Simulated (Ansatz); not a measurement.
# C4H8N2O: the cost of one run

Method: the levels named in each step, in Ansatz 0.2.0.

## (1) The starting structure

Bond lengths: C1–N2 1.434 Å, N2–C3 1.367 Å, C3–C4 1.364 Å, C4–N5 1.358 Å, N2–C6 1.349 Å, N5–C6 1.307 Å, C1–H8 1.092 Å, C1–H9 1.092 Å, C1–H10 1.089 Å, C3–H11 1.070 Å, C4–H12 1.071 Å, C6–H13 1.072 Å, O7–H14 0.972 Å, O7–H15 0.958 Å. Angles (14 of 20 angles, heavy atoms first): C1–N2–C3 126.3°, C1–N2–C6 127.4°, C3–N2–C6 106.3°, N2–C3–C4 106.1°, C3–C4–N5 109.7°, C4–N5–C6 105.8°, N2–C6–N5 112.0°, N2–C1–H8 110.5°, N2–C1–H9 110.4°, N2–C1–H10 109.3°, N2–C3–H11 122.1°, C4–C3–H11 131.8°, C3–C4–H12 129.2°, N5–C4–H12 121.1°.

Coordinates:

```xyz
15

C     1.2100    0.7542   -2.2659
N     0.3277    0.5245   -1.1584
C    -0.9132    1.0704   -0.9855
C    -1.3836    0.5767    0.1961
N    -0.4610   -0.2560    0.7439
C     0.5475   -0.2651   -0.0869
O     0.4058   -1.8707    2.9214
H     0.7406    0.4398   -3.2005
H     1.4603    1.8145   -2.3404
H     2.1255    0.1830   -2.1209
H    -1.3418    1.7451   -1.6973
H    -2.3181    0.7651    0.6842
H     1.4469   -0.8293    0.0577
H     0.0939   -1.2625    2.2297
H    -0.3698   -2.3490    3.2184
```

## (2) A rough first relaxation, PBE-D4/def2-SVP

input.yaml reads:

```yaml
crystal:
  periodic: [false, false, false]
  atoms:
    - { symbol: C, position_ang: [1.21, 0.75418, -2.26587] }
    - { symbol: "N", position_ang: [0.32774, 0.52454, -1.15844] }
    - { symbol: C, position_ang: [-0.91323, 1.07045, -0.98553] }
    - { symbol: C, position_ang: [-1.38355, 0.57668, 0.19611] }
    - { symbol: "N", position_ang: [-0.46103, -0.25596, 0.74391] }
    - { symbol: C, position_ang: [0.54751, -0.26512, -0.0869] }
    - { symbol: O, position_ang: [0.40576, -1.87067, 2.92138] }
    - { symbol: H, position_ang: [0.74058, 0.43978, -3.20053] }
    - { symbol: H, position_ang: [1.46026, 1.81453, -2.34036] }
    - { symbol: H, position_ang: [2.12549, 0.18295, -2.12092] }
    - { symbol: H, position_ang: [-1.34178, 1.74508, -1.69733] }
    - { symbol: H, position_ang: [-2.31814, 0.7651, 0.6842] }
    - { symbol: H, position_ang: [1.44695, -0.82926, 0.05771] }
    - { symbol: H, position_ang: [0.09391, -1.26253, 2.22972] }
    - { symbol: H, position_ang: [-0.3698, -2.34903, 3.21842] }
basis:
  gaussian: { orbitals: def2-SVP }
hamiltonian:
  xc: pbe
  dispersion: d4
relax:
  f_tol: 0.03
  max_steps: 200
```

The run is started by

```
ansatz run input.yaml --threads 4 --pin off --max-ram 10240MiB --backend cpu --events-out ev --progress --plain --runs-dir out
```

Q: Estimate wall time and peak memory on 4 threads of AMD EPYC 9R45 (Zen 5), shared host.

About 13 s, with a peak of 0.2 GiB.
